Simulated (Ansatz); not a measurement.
Consider an atomisation energy of C2H3FSe, SMILES C=C(F)[SeH] (Ansatz 0.2.0, Python API).

Script `c2h3fse_tae.py`:
```python
# -*- coding: utf-8 -*-
"""Atomisation energy of C2H3FSe at the given geometry."""

from collections import Counter

import ansatz


def total_energy(molecule, charge=0, unpaired=0):
    calc = molecule.calculation().basis(gaussian="def2-SVP").functional("cam_b3lyp")
    if charge:
        calc = calc.charge(charge)
    if unpaired:
        calc = calc.spin("collinear", total=unpaired)
    return calc.run(threads=1).report["free_energy_ev"]

geometry_ang = [
    ("C", (0.2516, -0.1101, 1.0361)),
    ("C", (-0.319, 0.3895, -0.1153)),
    ("F", (-1.5949, 0.9328, -0.1402)),
    ("Se", (0.7635, 0.307, -1.7527)),
    ("H", (-0.3653, -0.0166, 1.9281)),
    ("H", (1.198, -0.4819, 1.0424)),
    ("H", (0.1272, -1.0887, -2.0441)),
]
c2h3fse = ansatz.Crystal.molecule()
for symbol, xyz in geometry_ang:
    c2h3fse = c2h3fse.atom(symbol, xyz)

# unpaired electrons of the ground-state atoms
unpaired = {"C": 2, "F": 1, "Se": 2, "H": 1}
counts = Counter(site.symbol for site in c2h3fse.cartesian_sites)
atom_energy = {s: total_energy(ansatz.Crystal.molecule().atom(s, (0, 0, 0)), 0, unpaired[s]) for s in counts}
whole = total_energy(c2h3fse, 0, 0)
for s, e in atom_energy.items():
    print(f"{s:2s} x{counts[s]}  {e:14.5f} eV")
print(f"C2H3FSe: {whole:.5f} eV")
split = sum(counts[s] * e for s, e in atom_energy.items()) - whole
print(f"atomisation energy (no zero-point term): {23.060548 * split:.1f} kcal/mol, {split / sum(counts.values()):.3f} eV an atom")
```

What does it cost to take this molecule apart into atoms?

604.3 kcal/mol from the electronic energies, without the zero-point term.

The run itself:

Running `python c2h3fse_tae.py` prints:
```text
C  x2     -1028.36030 eV
F  x1     -2710.70462 eV
Se x1    -65343.23951 eV
H  x3       -13.54842 eV
C2H3FSe: -70177.51683 eV
atomisation energy (no zero-point term): 604.3 kcal/mol, 3.744 eV an atom
```

Notes:
- Total energies depend on the basis set; only differences at equal settings carry meaning.
- The geometry is a force-field or estimated start, not a minimum of this method, and the basis set is short of its limit. All parts are taken at fixed geometry, without zero-point energy.
- The spin-orbit lowering of heavy atoms is left out.
- Run time: 4.6 s on 1 thread of Arm Neoverse V1 (shared host), peak memory 0.25 GiB.
